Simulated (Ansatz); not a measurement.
# CH4Al2Si: the cost of one run

The runs use Ansatz 0.2.0, Gaussian basis; single points in def2-TZVPP.

Cores are frozen in the correlated methods.

### 1 The system as given

SMILES `[AlH2][Al]1[CH]=[SiH]1`, 8 atoms, charge 0, spin multiplicity 1.

Atoms are counted from 1 here; the program's logs count them from 0.

Bond lengths: Al1–Al2 2.662 Å, Al1–H5 1.658 Å, Al1–H6 1.679 Å, Al2–C3 1.943 Å, Al2–Si4 2.411 Å, C3–H7 0.977 Å, Si4–H8 1.535 Å. Angles: Al2–Al1–H5 151.0°, Al2–Al1–H6 83.8°, H5–Al1–H6 125.1°, Al1–Al2–C3 169.5°, Al1–Al2–Si4 131.5°, C3–Al2–Si4 59.0°, Al2–C3–H7 176.5°, Al2–Si4–H8 174.7°.

Coordinates:

```xyz
8
CH4Al2Si
Al   -1.2669    2.1583   -0.9958
Al    0.3500    0.1344   -0.3831
C     1.7447   -1.2037   -0.1830
Si    0.0950   -1.7038    1.1568
H    -1.5852    3.5628   -1.8173
H    -2.3571    1.3485   -0.0091
H     2.4236   -1.9043   -0.1305
H     0.0733   -2.8638    2.1613
```

### 2 CCSD(T)/def2-TZVPP

run/in.yaml

```yaml
crystal:
  periodic: [false, false, false]
  atoms:
    - {symbol: Al, position_ang: [-1.266900, 2.158300, -0.995800]}
    - {symbol: Al, position_ang: [0.350000, 0.134400, -0.383100]}
    - {symbol: C, position_ang: [1.744700, -1.203700, -0.183000]}
    - {symbol: Si, position_ang: [0.095000, -1.703800, 1.156800]}
    - {symbol: H, position_ang: [-1.585200, 3.562800, -1.817300]}
    - {symbol: H, position_ang: [-2.357100, 1.348500, -0.009100]}
    - {symbol: H, position_ang: [2.423600, -1.904300, -0.130500]}
    - {symbol: H, position_ang: [0.073300, -2.863800, 2.161300]}
basis:
  gaussian: {orbitals: def2-TZVPP}
correlation: {method: ccsd_t}
output: {forces: true}
```

On the command line:

```bash
ansatz run in.yaml --threads 8 --pin off --events-out ev --progress --plain --max-ram 10444MiB
```

**Question.** How long does this run take on 8 threads of Arm Neoverse N1, shared host, and how much memory does it need?

About 2.2 min, with a peak of 6 GiB.
